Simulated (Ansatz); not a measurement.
The system is KFeAs2.

```
As Fe K
1.0
    -1.98037    1.98037    6.38302
     1.98037   -1.98037    6.38302
     1.98037    1.98037   -6.38302
As Fe K
2 1 1
Cartesian
  0.0000 0.0000 4.2222
  0.0000 0.0000 8.5438
  1.9804 0.0000 3.1915
  0.0000 0.0000 0.0000
```

The cell comes from a database or a generator and needn't be the stable form of this composition.

| Quantity | Value |
| --- | --- |
| Program | Ansatz 0.2.0 |
| Task | relaxation of cell and atoms |
| Functional | BLYP |
| Potentials or basis | Ansatz PAW |
| Cutoff | 420 eV (not typed: the program's choice for these potentials) |
| k mesh | 9 × 9 × 9 |
| Occupations | gaussian, width 0.05 eV |
| Spin | collinear spin, program default start |

At the start: volume 25.03 Å³/atom.

Where does the relaxation end?

It ends after 6 steps and the volume is 26.45 Å³/atom (+5.6 %); space group I-4m2 (No. 119, to 0.05 Å); moment 0.66 μB per cell.

The path:
| step | energy change (eV) | largest force (eV/Å) | volume (Å³) |
| --- | --- | --- | --- |
| 1 | 0.0000 | 0.3974 | 100.13 |
| 2 | -0.0430 | 0.1265 | 103.37 |
| 3 | -0.0504 | 0.0094 | 105.54 |
| 4 | -0.0506 | 0.0084 | 105.88 |
| 5 | -0.0508 | 0.0051 | 105.79 |
| 6 | -0.0522 | 0.0055 | 105.79 |

Final structure:
```yaml
crystal:
  lattice:
    - [-2.00271, 2.00271, 6.59383]
    - [2.00271, -2.00271, 6.59383]
    - [2.00271, 2.00271, -6.59383]
  atoms:
    - { symbol: As, position: [0.33162, 0.33162, 0.00000] }
    - { symbol: As, position: [0.66838, 0.66838, 0.00000] }
    - { symbol: Fe, position: [0.25000, 0.75000, 0.50000] }
    - { symbol: K, position: [0.00000, 0.00000, 0.00000] }
```

Caveat: the plane-wave basis is chosen anew once the cell has moved, so the energies of steps on either side of that aren't comparable; a cell with one magnetic atom can't hold antiferromagnetic order, which such compounds often take; the PAW data sets come from PBE, with cores solved anew for the run's functional, which leaves a small shift of forces and pressure.
